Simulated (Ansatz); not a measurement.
# Al2BAs3: the cost of one run

Program: Ansatz 0.2.0. Level of theory: DFT PBE, scalar-relativistic, plane waves, PAW. These are calculated values, not measurements.

## Step 1: Starting point

Symmetry: R-3m, No. 166, trigonal system. Conventional cell: a = 5.496 Å, b = 5.496 Å, c = 12.053 Å, α = 90.00°, β = 90.00°, γ = 120.00°. Al (site symmetry 3m) has 9 As at 2.93 to 3.16 Å and 4 Al at 3.11 to 3.30 Å and 3 B at 3.21 Å in its first shell of neighbours. B (site symmetry -3m) is surrounded by 6 As at 2.56 Å and 6 Al at 3.21 Å. As (site symmetry 2/m) has 2 B at 2.56 Å and 4 As at 2.75 Å and 6 Al at 2.93 to 3.16 Å in its first shell of neighbours.

Structure file:

```cif
data_structure
_symmetry_space_group_name_H-M 'R-3m:H'
_symmetry_Int_Tables_number 166
_cell_length_a 5.4962
_cell_length_b 5.4962
_cell_length_c 12.0528
_cell_angle_alpha 90.000
_cell_angle_beta 90.000
_cell_angle_gamma 120.000
_cell_volume 315.31
loop_
_atom_site_label
_atom_site_type_symbol
_atom_site_symmetry_multiplicity
_atom_site_Wyckoff_symbol
_atom_site_fract_x
_atom_site_fract_y
_atom_site_fract_z
_atom_site_occupancy
Al1 Al 6 c 0.33333 0.66667 0.03782 1
B1 B 3 a 0.00000 0.00000 0.00000 1
As1 As 9 d 0.33333 0.16667 0.16667 1
```

A structure generator made this guess: species swapped into a database cell of Lu2AlCo3 (R-3m, No. 166), with Al on the Lu sites, B on the Al sites and As on the Co sites. Lengths come from tabulated atomic sizes and are only a guess.

## Step 2: Probe: one point on a coarse mesh

input.yaml

```yaml
crystal:
  lattice:
    - [2.74809696, 1.58661452, 4.01760773]
    - [-2.74809696, 1.58661452, 4.01760773]
    - [0.0, -3.17322904, 4.01760773]
  atoms:
    - { symbol: Al, position: [0.37115148, 0.37115148, 0.37115148] }
    - { symbol: Al, position: [0.62884852, 0.62884852, 0.62884852] }
    - { symbol: B, position: [0.0, 0.0, 0.0] }
    - { symbol: As, position: [0.5, 0.0, 0.0] }
    - { symbol: As, position: [0.0, 0.5, 0.0] }
    - { symbol: As, position: [0.0, 0.0, 0.5] }
basis:
  ecutwfc: 420
kpoints:
  mp_grid: { grid: [6, 6, 6] }
hamiltonian:
  xc: pbe
scf:
  occupations: { method: gaussian, width: 0.1 }
  lower_state_search: "off"
output:
  forces: true
  stress: true
  eigenvalues: true
```

Run with:

```sh
$ ansatz run input.yaml --threads 1 --pin off --max-ram 2560MiB --backend cpu --events-out ev --progress --plain --runs-dir out
```

**Question.** How long does this run take on 1 thread of AMD EPYC (Zen 3), shared host, and how much memory does it need?

About 13 s, with a peak of 0.42 GiB.
